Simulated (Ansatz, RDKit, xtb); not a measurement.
**C2H11ClSi3: which of the isomers drawn lies lowest?**

Which of a sample of isomers of C2H11ClSi3 is the most stable in the gas at 298.15 K, and what are its properties? The sample is small against all isomers, and the most stable one of this formula need not be in it.

Plan: many cheap relaxations first (GFN2-xTB), then density-functional screening, relaxation at B3LYP-D3(BJ)/def2-SVP, vibrations (at GFN2-xTB) and a final energy. The numbers are computed, not measured.

## 1. Drawing up candidates

Isomers were taken from a list of plausible structures; this is a sample, not all of them. That gives 11 candidates.

| label | SMILES | spin |
| --- | --- | --- |
| c028 | [SiH3][SiH2][SiH2]CCCl | singlet |
| c062 | C[SiH2]C([SiH3])([SiH3])Cl | singlet |
| c348 | C[Si](C)([SiH3])[SiH2]Cl | singlet |
| c395 | C[C@H]([SiH2][SiH3])[SiH2]Cl | singlet |
| c541 | C[SiH2][SiH](Cl)[SiH2]C | singlet |
| c561 | [SiH3]CC[SiH2][SiH2]Cl | singlet |
| c728 | [SiH3][SiH2][C@H]([SiH3])CCl | singlet |
| c734 | CC[Si]([SiH3])([SiH3])Cl | singlet |
| c808 | C[Si@@H]([SiH3])[SiH2]CCl | singlet |
| c919 | CC([SiH3])([SiH3])[SiH2]Cl | singlet |
| c944 | [SiH3]C([SiH3])[SiH2]CCl | singlet |

Candidates are built by distance geometry, with a force field where one applies, in up to four conformers (letters a to d).

## 2. Search with GFN2-xTB

All 35 starts are relaxed the same way. One of them, c728a (taken from a list of plausible isomers, embedded by distance geometry and MMFF94), in full:

The input, start.xyz:

```xyz
17
c728a
C      0.568791    -0.987077    -0.824868
C      1.956968    -0.570459    -0.240960
Cl     3.133852    -0.198494    -1.485398
Si    -0.591349     2.325472    -0.559638
Si    -0.373400     0.351090    -1.768515
Si    -0.600854    -1.635672     0.495064
H      0.704508     2.787773    -0.146081
H     -1.236805     3.385780    -1.414754
H     -1.436272     2.069960     0.603847
H      0.326552     0.606184    -3.011431
H     -1.746857    -0.188787    -2.166752
H      0.759230    -1.815339    -1.554771
H     -1.873990    -2.124488    -0.123289
H     -0.922317    -0.567276     1.465116
H      0.037657    -2.717360     1.227643
H      2.355921    -1.359745     0.398049
H      1.884075     0.325483     0.374263
```

Command:

```bash
$ xtb start.xyz --gfn 2 --opt
```

What it wrote (excerpt; [...] marks lines left out):

```text
* xtb version 6.7.1
[...]
          :  # basis functions                  59          :
[...]
          :  # electrons                        38          :
[...]
          :  Hamiltonian                  GFN2-xTB          :
[...]
          :  net charge                          0          :
          :  unpaired electrons                  0          :
[...]
   *** convergence criteria satisfied after 15 iterations ***
[...]
   *** GEOMETRY OPTIMIZATION CONVERGED AFTER 20 ITERATIONS ***
[...]
   *** convergence criteria satisfied after 3 iterations ***
[...]
         ::                     SUMMARY                     ::
         :::::::::::::::::::::::::::::::::::::::::::::::::::::
         :: total energy             -19.609682778436 Eh    ::
         :: gradient norm              0.000603972073 Eh/a0 ::
         :: HOMO-LUMO gap              4.344911406559 eV    ::
         ::.................................................::
         :: SCC energy               -19.779043116980 Eh    ::
         :: -> isotropic ES            0.035048212064 Eh    ::
         :: -> anisotropic ES          0.004857070155 Eh    ::
         :: -> anisotropic XC          0.008228319365 Eh    ::
         :: -> dispersion             -0.016107943634 Eh    ::
         :: repulsion energy           0.169360338545 Eh    ::
         :: add. restraining           0.000000000000 Eh    ::
         :: total charge               0.000000000000 e     ::
         :::::::::::::::::::::::::::::::::::::::::::::::::::::
[...]
        19        2.0000           -0.3709438             -10.0939 (HOMO)
        20                         -0.2112712              -5.7490 (LUMO)
[...]
     #   Z          covCN         q      C6AA      α(0)
     1   6          3.671    -0.233    25.459     7.232
     2   6          3.762     0.034    20.038     6.381
     3  17          0.930    -0.222   106.174    15.764
     4  14          3.696     0.365   100.580    19.209
     5  14          3.729     0.387    99.858    19.130
     6  14          3.704     0.450    98.393    18.996
     7   1          0.918    -0.108     5.836     3.778
     8   1          0.918    -0.122     6.410     3.960
     9   1          0.917    -0.120     6.313     3.930
    10   1          0.917    -0.094     5.356     3.620
    11   1          0.915    -0.121     6.357     3.944
    12   1          0.924     0.012     2.862     2.645
    13   1          0.919    -0.097     5.457     3.654
    14   1          0.918    -0.105     5.738     3.746
[...]
     #   Z sym  total        # sym  WBO       # sym  WBO       # sym  WBO
 ---------------------------------------------------------------------------
     1   6      3.944 --     2      1.054    12      0.982     6      0.884
                             5      0.849
     2   6      3.932 --     1      1.054    17      0.986    16      0.982
                             3      0.925
     3  17      1.010 --     2      0.925
     4  14      3.655 --     8      0.904     7      0.901     9      0.898
                             5      0.846
     5  14      3.598 --    10      0.893    11      0.891     1      0.849
                             4      0.846
     6  14      3.602 --    13      0.897    14      0.897    15      0.896
                             1      0.884
     7   1      0.988 --     4      0.901
     8   1      0.985 --     4      0.904
[...]
molecular dipole:
                 x           y           z       tot (Debye)
 q only:       -0.915      -0.264       0.399
   full:       -0.490      -0.371       0.435       1.913
molecular quadrupole (traceless):
[...]
          | TOTAL ENERGY              -19.609682778436 Eh   |
          | GRADIENT NORM               0.000603972073 Eh/α |
          | HOMO-LUMO GAP               4.344911406559 eV   |
           -------------------------------------------------
[...]
```

Wall time 0.2 s (4 threads of Arm Neoverse V1, shared host).

## 3. What the search left

35 of the 35 relaxations converged. 35 distinct structures remain, the lowest 22 here:

```
label  start                  SMILES after     spin  energy (kcal/mol)
c919b  drawn    CC([SiH3])([SiH3])[SiH2]Cl  singlet                0.0
c919a  drawn    CC([SiH3])([SiH3])[SiH2]Cl  singlet                0.5
c561d  drawn        [SiH3]CC[SiH2][SiH2]Cl  singlet                3.8
c561b  drawn        [SiH3]CC[SiH2][SiH2]Cl  singlet                4.2
c561c  drawn        [SiH3]CC[SiH2][SiH2]Cl  singlet                4.6
c395c  drawn  C[C@H]([SiH2][SiH3])[SiH2]Cl  singlet                4.8
c395d  drawn  C[C@H]([SiH2][SiH3])[SiH2]Cl  singlet                5.3
c395b  drawn  C[C@H]([SiH2][SiH3])[SiH2]Cl  singlet                5.6
c561a  drawn        [SiH3]CC[SiH2][SiH2]Cl  singlet                5.7
c395a  drawn  C[C@H]([SiH2][SiH3])[SiH2]Cl  singlet                6.0
c734b  drawn      CC[Si]([SiH3])([SiH3])Cl  singlet                9.7
c734a  drawn      CC[Si]([SiH3])([SiH3])Cl  singlet               10.5
c541c  drawn       C[SiH2][SiH](Cl)[SiH2]C  singlet               12.6
c541b  drawn       C[SiH2][SiH](Cl)[SiH2]C  singlet               12.9
c348b  drawn      C[Si](C)([SiH3])[SiH2]Cl  singlet               13.0
c541a  drawn       C[SiH2][SiH](Cl)[SiH2]C  singlet               13.9
c348a  drawn      C[Si](C)([SiH3])[SiH2]Cl  singlet               14.2
c062b  drawn    C[SiH2]C([SiH3])([SiH3])Cl  singlet               32.8
c062a  drawn    C[SiH2]C([SiH3])([SiH3])Cl  singlet               33.3
c728a  drawn  [SiH3][SiH2][C@H]([SiH3])CCl  singlet               34.3
c728c  drawn  [SiH3][SiH2][C@H]([SiH3])CCl  singlet               34.4
c944d  drawn      [SiH3]C([SiH3])[SiH2]CCl  singlet               35.3
```

## 4. Second filter: single points

A choice of the minima (the low ones first, few conformers of a pattern, up to a cap) and the lowest that fell apart get a single point at r2SCAN-D4/def2-SVP on the tight-binding geometry, and one at HF/STO-3G for comparison. The lowest singlets are also tried as triplets at the same geometry (label ending in t). Within 30 kcal/mol but not screened, among others: c561c, c395b, c561a, c395a, c541a. The first, c919b:

The input, input.yaml:

```yaml
crystal:
  periodic: [false, false, false]
  atoms:
    - {symbol: C, position_ang: [-1.270785, -0.780802, -0.255105]}
    - {symbol: C, position_ang: [-0.683387, 0.409929, 0.518293]}
    - {symbol: Cl, position_ang: [-0.932608, 3.600047, 0.954669]}
    - {symbol: Si, position_ang: [1.176367, 0.551772, 0.085733]}
    - {symbol: Si, position_ang: [-0.900447, 0.078309, 2.391730]}
    - {symbol: Si, position_ang: [-1.628094, 1.973887, -0.012421]}
    - {symbol: H, position_ang: [-2.331571, -0.908611, -0.039721]}
    - {symbol: H, position_ang: [-0.763856, -1.707294, 0.012336]}
    - {symbol: H, position_ang: [-1.166521, -0.644242, -1.331595]}
    - {symbol: H, position_ang: [1.809518, 1.634586, 0.833893]}
    - {symbol: H, position_ang: [1.831899, -0.719566, 0.405709]}
    - {symbol: H, position_ang: [1.312429, 0.796669, -1.354769]}
    - {symbol: H, position_ang: [-0.251970, -1.194013, 2.722113]}
    - {symbol: H, position_ang: [-0.312372, 1.152625, 3.187398]}
    - {symbol: H, position_ang: [-2.332389, -0.036965, 2.691803]}
    - {symbol: H, position_ang: [-1.470580, 2.223981, -1.446424]}
    - {symbol: H, position_ang: [-3.053398, 1.861925, 0.302855]}
basis:
  gaussian: {orbitals: def2-SVP}
hamiltonian: {xc: r2scan, dispersion: d4}
scf: {lower_state_search: "off"}
```

Command:

```bash
$ ansatz run input.yaml --threads 4 --pin off --max-ram 7830MiB --events-out events.jsonl --progress --plain --runs-dir runs
```

What it wrote (excerpt; [...] marks lines left out):

```text
Warning: RAYON_NUM_THREADS=4 ignored (pool sized by the plan → 4); use --threads N
Functional definition: r2SCAN
  name "r2SCAN"
[...]
1737 factors; their error is unknown
[...]
mean field -38392.89543915 eV, -1410.9128837496 hartree, gradient 3.8e-6 eV, S^2 0.000000; 0 other end points of the search recorded, 0 dependent functions left out
reference -38392.89545161 eV, -1410.9128842073 hartree; 41, 41 occupied and 114, 114 virtual orbitals, 1737 factors
Total energy: -38393.04149618 eV, -1410.9182512465 hartree
Checks for a lower state left out: stability, starts, cluster_reference, orbital_swaps, neighbouring_geometries, increment
```

Wall time 2.9 s (4 threads of Arm Neoverse V1, shared host); peak memory 0.23 GiB.

Relative energies in kcal/mol, each column from its lowest structure that stays in one piece:

```
 label                        SMILES     spin  GFN2-xTB  HF/STO-3G  r2SCAN-D4/def2-SVP
 c348a      C[Si](C)([SiH3])[SiH2]Cl  singlet      14.2        0.6                 0.0
 c348b      C[Si](C)([SiH3])[SiH2]Cl  singlet      13.0        1.3                 0.9
 c541b       C[SiH2][SiH](Cl)[SiH2]C  singlet      12.9        0.0                 1.1
 c541c       C[SiH2][SiH](Cl)[SiH2]C  singlet      12.6        0.5                 2.1
 c734a      CC[Si]([SiH3])([SiH3])Cl  singlet      10.5        9.6                 8.9
 c734b      CC[Si]([SiH3])([SiH3])Cl  singlet       9.7        9.9                 9.5
 c919a    CC([SiH3])([SiH3])[SiH2]Cl  singlet       0.5       24.7                10.5
 c395c  C[C@H]([SiH2][SiH3])[SiH2]Cl  singlet       4.8       17.8                10.7
 c919b    CC([SiH3])([SiH3])[SiH2]Cl  singlet       0.0       25.4                11.0
 c395d  C[C@H]([SiH2][SiH3])[SiH2]Cl  singlet       5.3       17.9                11.2
 c561b        [SiH3]CC[SiH2][SiH2]Cl  singlet       4.2       16.1                16.0
 c561d        [SiH3]CC[SiH2][SiH2]Cl  singlet       3.8       16.8                17.6
c541bt       C[SiH2][SiH](Cl)[SiH2]C  triplet         –          –               113.1
c348at      C[Si](C)([SiH3])[SiH2]Cl  triplet         –          –               115.7
```

Measured from c348a, GFN2-xTB misplaces c561d by 28 kcal/mol against r2SCAN-D4/def2-SVP, so minima dropped on its energies alone could hide the lowest isomer.

## 5. Refinement at B3LYP-D3(BJ)/def2-SVP

6 candidates are relaxed at B3LYP-D3(BJ)/def2-SVP (chosen among the lowest in one piece, one conformer a pattern). The first, c348a:

The input, input.yaml:

```yaml
crystal:
  periodic: [false, false, false]
  atoms:
    - {symbol: C, position_ang: [-1.627263, -1.187381, 1.660354]}
    - {symbol: C, position_ang: [0.813564, -0.410888, -0.022789]}
    - {symbol: Cl, position_ang: [-1.518377, -3.172792, -1.932243]}
    - {symbol: Si, position_ang: [-1.089469, -0.209418, 0.100941]}
    - {symbol: Si, position_ang: [-1.617847, 2.045799, 0.372129]}
    - {symbol: Si, position_ang: [-2.063804, -1.220603, -1.772098]}
    - {symbol: H, position_ang: [-1.144899, -0.809658, 2.558244]}
    - {symbol: H, position_ang: [-1.375901, -2.241270, 1.573762]}
    - {symbol: H, position_ang: [-2.700916, -1.120180, 1.814981]}
    - {symbol: H, position_ang: [1.316683, -0.029541, 0.862019]}
    - {symbol: H, position_ang: [1.096037, -1.454769, -0.133988]}
    - {symbol: H, position_ang: [1.210159, 0.126800, -0.879883]}
    - {symbol: H, position_ang: [-1.014240, 2.653670, 1.561813]}
    - {symbol: H, position_ang: [-1.173147, 2.853641, -0.766585]}
    - {symbol: H, position_ang: [-3.062305, 2.260077, 0.493558]}
    - {symbol: H, position_ang: [-1.678359, -0.616060, -3.049922]}
    - {symbol: H, position_ang: [-3.528899, -1.238199, -1.751959]}
basis:
  gaussian:
    orbitals: def2-SVP
hamiltonian:
  xc: {name: B3LYP}
  dispersion: d3bj
scf:
  lower_state_search: off
relax:
  f_tol: 0.006
```

Command:

```bash
$ ansatz run input.yaml --threads 4 --pin off --max-ram 7830MiB --events-out events.jsonl --progress --plain --runs-dir runs
```

What it wrote:

```text
Warning: RAYON_NUM_THREADS=4 ignored (pool sized by the plan → 4); use --threads N
The last accepted step is kept in runs//last_step.txt (removed where the run ends without a failure and the disk answers)
Functional definition: B3LYP
  name "B3LYP"
  parameter a0 = 0.2
  parameter ax = 0.72
  parameter ac = 0.81
  exchange = (1 - a0 - ax)*slater_x + ax*b88_x + a0*exact_x
  correlation = (1 - ac)*vwn_rpa_c + ac*lyp_c
these checks for a lower state are left out or cut short: stability, starts, cluster_reference, orbital_swaps, neighbouring_geometries, increment
1621 factors; integrals over basis functions are off by at most 6.2e-4 eV
mean field evaluation 1: about -38390.2146 eV, gradient 6.2e1 eV
mean field evaluation 2: about -38383.8388 eV, gradient 7.5e1 eV
mean field evaluation 4: about -38399.7612 eV, gradient 2.3e0 eV
mean field evaluation 8: about -38399.7815 eV, gradient 1.3e-1 eV
mean field evaluation 16: about -38399.7816 eV, gradient 7.6e-6 eV
mean field -38399.78156121 eV, -1411.1659440676 hartree, gradient 7.6e-6 eV, S^2 0.000000; 0 other end points of the search recorded, 0 dependent functions left out
the calculation of the forces begins
reference -38399.78189274 eV, -1411.1659562514 hartree; 41, 41 occupied and 114, 114 virtual orbitals, 1621 factors
relax step   1: F+E_penalty+E_count = -38400.67954957 eV  Δ(F+E_penalty+E_count) = +0.000e0 eV  max|allowed force component| = 1.232e0 eV/Å  Δτ_max = 0.0000 Å  (15 SCF iters, accepted)
these checks for a lower state are left out or cut short: stability, starts, cluster_reference, orbital_swaps, neighbouring_geometries, increment
1621 factors; integrals over basis functions are off by at most 6.9e-4 eV
mean field -38399.93066626 eV, -1411.1714235774 hartree, gradient 3.0e-6 eV, S^2 0.000000; 0 other end points of the search recorded, 0 dependent functions left out
the calculation of the forces begins
reference -38399.93099622 eV, -1411.1714357029 hartree; 41, 41 occupied and 114, 114 virtual orbitals, 1621 factors
relax step   2: F+E_penalty+E_count = -38400.84010190 eV  Δ(F+E_penalty+E_count) = -1.606e-1 eV  max|allowed force component| = 4.021e-1 eV/Å  Δτ_max = 0.1928 Å  (18 SCF iters, accepted)
these checks for a lower state are left out or cut short: stability, starts, cluster_reference, orbital_swaps, neighbouring_geometries, increment
1621 factors; integrals over basis functions are off by at most 7.1e-4 eV
mean field evaluation 32: about -38399.9645 eV, gradient 2.3e-6 eV
mean field -38399.96448172 eV, -1411.1726662724 hartree, gradient 2.3e-6 eV, S^2 0.000000; 0 other end points of the search recorded, 0 dependent functions left out
the calculation of the forces begins
reference -38399.96481254 eV, -1411.1726784297 hartree; 41, 41 occupied and 114, 114 virtual orbitals, 1621 factors
relax step   3: F+E_penalty+E_count = -38400.87088204 eV  Δ(F+E_penalty+E_count) = -3.078e-2 eV  max|allowed force component| = 1.363e-1 eV/Å  Δτ_max = 0.0687 Å  (17 SCF iters, accepted)
[... 5 lines left out ...]
relax step   4: F+E_penalty+E_count = -38400.87384964 eV  Δ(F+E_penalty+E_count) = -2.968e-3 eV  max|allowed force component| = 2.510e-2 eV/Å  Δτ_max = 0.0240 Å  (17 SCF iters, accepted)
[... 5 lines left out ...]
relax step   5: F+E_penalty+E_count = -38400.87488346 eV  Δ(F+E_penalty+E_count) = -1.034e-3 eV  max|allowed force component| = 4.840e-2 eV/Å  Δτ_max = 0.0260 Å  (17 SCF iters, accepted)
[... 5 lines left out ...]
relax step   6: F+E_penalty+E_count = -38400.87543355 eV  Δ(F+E_penalty+E_count) = -5.501e-4 eV  max|allowed force component| = 7.746e-3 eV/Å  Δτ_max = 0.0268 Å  (17 SCF iters, accepted)
these checks for a lower state are left out or cut short: stability, starts, cluster_reference, orbital_swaps, neighbouring_geometries, increment
1621 factors; integrals over basis functions are off by at most 7.2e-4 eV
mean field -38399.96346845 eV, -1411.1726290354 hartree, gradient 1.3e-6 eV, S^2 0.000000; 0 other end points of the search recorded, 0 dependent functions left out
the calculation of the forces begins
reference -38399.96379856 eV, -1411.1726411667 hartree; 41, 41 occupied and 114, 114 virtual orbitals, 1621 factors
relax step   7: F+E_penalty+E_count = -38400.87550504 eV  Δ(F+E_penalty+E_count) = -7.149e-5 eV  max|allowed force component| = 1.954e-3 eV/Å  Δτ_max = 0.0069 Å  (12 SCF iters, accepted)
Total energy: -38400.87583515 eV, -1411.2061578933 hartree
Atom 0 at    -1.654023    -1.205431     1.657020 Å, force    -0.000000    -0.000512    -0.000182 eV/Å
Atom 1 at     0.824978    -0.415187    -0.053436 Å, force     0.000095    -0.000424    -0.000338 eV/Å
Atom 2 at    -1.409246    -3.165621    -1.748005 Å, force    -0.000078    -0.001197     0.000041 eV/Å
Atom 3 at    -1.045816    -0.217829     0.160555 Å, force    -0.000038     0.001784     0.000482 eV/Å
Atom 4 at    -1.637582     2.050188     0.349909 Å, force     0.000235     0.000116     0.000938 eV/Å
Atom 5 at    -2.053353    -1.160848    -1.735084 Å, force     0.000087     0.001954     0.000691 eV/Å
Atom 6 at    -1.137169    -0.885708     2.576178 Å, force     0.000002     0.000620    -0.000088 eV/Å
Atom 7 at    -1.452495    -2.277199     1.499278 Å, force    -0.000146    -0.001297    -0.000278 eV/Å
Atom 8 at    -2.737319    -1.078918     1.809094 Å, force     0.000448     0.000956     0.000887 eV/Å
Atom 9 at     1.361541    -0.089802     0.852347 Å, force    -0.000555     0.000580     0.000178 eV/Å
Atom 10 at     1.065955    -1.474223    -0.239253 Å, force     0.000297    -0.001141    -0.000583 eV/Å
Atom 11 at     1.196807     0.175621    -0.905111 Å, force     0.000205     0.001055     0.001102 eV/Å
Atom 12 at    -1.010869     2.662198     1.562094 Å, force     0.000066     0.000120    -0.000667 eV/Å
Atom 13 at    -1.180624     2.815856    -0.849707 Å, force    -0.000088    -0.000707    -0.000037 eV/Å
Atom 14 at    -3.120284     2.200970     0.464003 Å, force     0.000166    -0.000878     0.000204 eV/Å
Atom 15 at    -1.625430    -0.539789    -3.021700 Å, force     0.000431    -0.000600    -0.001640 eV/Å
Atom 16 at    -3.544054    -1.165051    -1.689849 Å, force    -0.001127    -0.000431    -0.000710 eV/Å
Dipole moment:     0.076176     0.186695     0.199697 e Å
Checks for a lower state left out: stability, starts, cluster_reference, orbital_swaps, neighbouring_geometries, increment
```

Run time: 21 s. Hardware: 4 threads of Arm Neoverse V1, shared host; peak memory 0.44 GiB.

Energy change by step (eV): 0.0000, -0.1606, -0.1913, -0.1943, -0.1953, -0.1959, -0.1960.

After the run. Bond lengths: C1–Si4 1.893 Å, C2–Si4 1.893 Å, Si4–Si5 2.352 Å, Cl3–Si6 2.106 Å, Si4–Si6 2.345 Å, C1–H7 1.102 Å, C1–H8 1.102 Å, C1–H9 1.101 Å, C2–H10 1.102 Å, C2–H11 1.102 Å, C2–H12 1.101 Å, Si5–H13 1.496 Å, Si5–H14 1.495 Å, Si5–H15 1.495 Å, Si6–H16 1.491 Å, Si6–H17 1.491 Å. Some angles: C1–Si4–C2 110.6°, C1–Si4–Si5 111.0°, C1–Si4–Si6 106.9°, C2–Si4–Si5 111.0°, C2–Si4–Si6 106.9°, Si5–Si4–Si6 110.2°, Cl3–Si6–Si4 104.9°, Si4–C1–H7 110.9°, Si4–C1–H8 109.6°, Si4–C1–H9 111.4°.

[end of part 1 of 2]
